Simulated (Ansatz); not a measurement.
# ClH₂InN radical: how energies converge with the basis set

An exercise on one series of results from a longer session: the logs are not shown, and one member is left open.

The runs use Ansatz 0.2.0, Gaussian basis; one geometry, several basis sets.

Plan: PBE0-D4/def2-SVP; ωB97M-V/def2-SVP; PBE0-D4/def2-QZVPP; ωB97M-V/def2-QZVPP; the functionals' def2-TZVPP values are taken from earlier runs.

### The relaxed structure

All runs share one geometry, relaxed beforehand with PBE0-D4 in a triple-zeta def2 set. In takes the def2 core potential; no spin-orbit term is included.

SMILES `[NH2][In][Cl]`, 5 atoms, charge 0, spin multiplicity 2.

Atoms are counted from 1 here; the program's logs count them from 0.

Bond lengths: N1–In2 2.072 Å, N1–H4 1.015 Å, N1–H5 1.017 Å, In2–Cl3 2.369 Å. Angles: In2–N1–H4 113.0°, In2–N1–H5 110.3°, H4–N1–H5 107.4°, N1–In2–Cl3 113.1°.

The first run:

Input file in.yaml:

```yaml
crystal:
  periodic: [false, false, false]
  atoms:
    - {symbol: N, position_ang: [-0.142581, 0.808644, -0.493937]}
    - {symbol: In, position_ang: [-0.411647, -1.217771, -0.153343]}
    - {symbol: Cl, position_ang: [1.391458, -2.211500, 1.018747]}
    - {symbol: H, position_ang: [-0.999685, 1.283824, -0.756651]}
    - {symbol: H, position_ang: [0.212255, 1.263204, 0.343783]}
basis:
  gaussian: {orbitals: def2-SVP}
magnetization: {spin_polarized: true, initial_magnetization: 1}
hamiltonian: {xc: pbe0, dispersion: d4}
output: {orbitals: {seedname: orbitals}}
```

Among the steps run: PBE0-D4 in def2-SVP; ωB97M-V in def2-SVP; PBE0-D4 in def2-QZVPP; ωB97M-V in def2-QZVPP.

One table of the session follows, with a row left open; its other results are not shown here.

It belongs to the step «Functionals by basis». 

| functional | basis | HOMO (eV) | LUMO (eV) |
| --- | --- | --- | --- |
| PBE0-D4 | def2-SVP | -6.29 | -3.51 |
| PBE0-D4 | def2-TZVPP | -6.44 | -3.65 |
| PBE0-D4 | def2-QZVPP | -6.47 | -3.70 |
| ωB97M-V | def2-SVP | -8.29 | -1.83 |
| ωB97M-V | def2-TZVPP | -8.47 | -2.02 |
| ωB97M-V | def2-QZVPP | ? | ? |

Q: Estimate the row for ωB97M-V, def2-QZVPP from the others.

**Answer.** HOMO (eV): -8.51; LUMO (eV): -2.11. In the column «HOMO (eV)» it is the lowest.
